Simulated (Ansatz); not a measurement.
# GeH3NO: the cost of one run

Computed with the Python package of Ansatz 0.2.0. Level of theory: r2SCAN/def2-SVP.

## Step 1: Starting point

Bond lengths: N1–Ge2 1.800 Å, Ge2–O3 1.765 Å, N1–H4 1.042 Å, N1–H5 1.075 Å, O3–H6 1.008 Å. Angles: N1–Ge2–O3 108.6°, Ge2–N1–H4 106.3°, Ge2–N1–H5 108.9°, H4–N1–H5 101.0°, Ge2–O3–H6 106.2°.

No structure file is read: the coordinates are typed or built in the script.

## Step 2: The code

run_adiabatic.py reads:

```python
# -*- coding: utf-8 -*-
import itertools

import ansatz as az
from ase import Atoms
from ase.data import atomic_numbers, covalent_radii
import numpy as np


def main():
    atoms = Atoms(['N', 'Ge', 'O', 'H', 'H', 'H'], positions=[
        (-1.0513, -0.0944, -0.3643),
        (0.609, -0.7886, -0.4145),
        (1.3936, -0.4827, 1.1368),
        (-1.4382, -0.1899, -1.3272),
        (-0.9789, 0.9745, -0.2783),
        (1.5078, 0.5171, 1.2011),
    ])
    mol = az.Crystal.molecule_from_ase(atoms)

    calculation = (
        mol.calculation()
        .basis(gaussian='def2-SVP')
        .functional('r2SCAN')
    )
    symbols = [site.symbol for site in mol.cartesian_sites]
    start = np.array([site.position_ang for site in mol.cartesian_sites], dtype=float)
    r = calculation.relax(force_tolerance=0.01).run(threads=1, backend='cpu').report
    end = np.array(r['positions_ang'])

    minimum = az.Crystal.molecule()
    for symbol, place in zip(symbols, end):
        minimum = minimum.atom(symbol, place.tolist())
    ion = (
        minimum.calculation()
        .basis(gaussian='def2-SVP')
        .functional('r2SCAN')
        .charge(1)
        .spin('collinear', total=1)
    )
    vertical = ion.run(threads=1, backend='cpu').report
    settled = ion.relax(force_tolerance=0.01, max_steps=80).run(threads=1, backend='cpu').report
    print(f'vertical ionisation energy   {vertical["free_energy_ev"] - r["free_energy_ev"]:.3f} eV')
    print(f'adiabatic, no zero point     {settled["free_energy_ev"] - r["free_energy_ev"]:.3f} eV')
    print(f'relaxation energy of the ion {vertical["free_energy_ev"] - settled["free_energy_ev"]:.3f} eV')
    ionised = np.array(settled['positions_ang'])
    radius = [covalent_radii[atomic_numbers[s]] for s in symbols]
    span = lambda where, i, j: np.linalg.norm(where[i] - where[j])
    bonded = [(i, j) for i, j in itertools.combinations(range(len(symbols)), 2) if min(span(end, i, j), span(ionised, i, j)) < 1.2 * (radius[i] + radius[j])]
    print('pair        before    after (A)')
    for i, j in bonded:
        print(f'{symbols[i]}{i}-{symbols[j]}{j}'.ljust(10), f'{span(end, i, j):8.4f} {span(ionised, i, j):8.4f}')


if __name__ == '__main__':
    main()
```

## Step 3: The run

Launch:

```sh
python run_adiabatic.py
```

Q: Estimate wall time and peak memory on 1 thread of Arm Neoverse V1, shared host.

About 3.7 min, with a peak of 0.28 GiB.
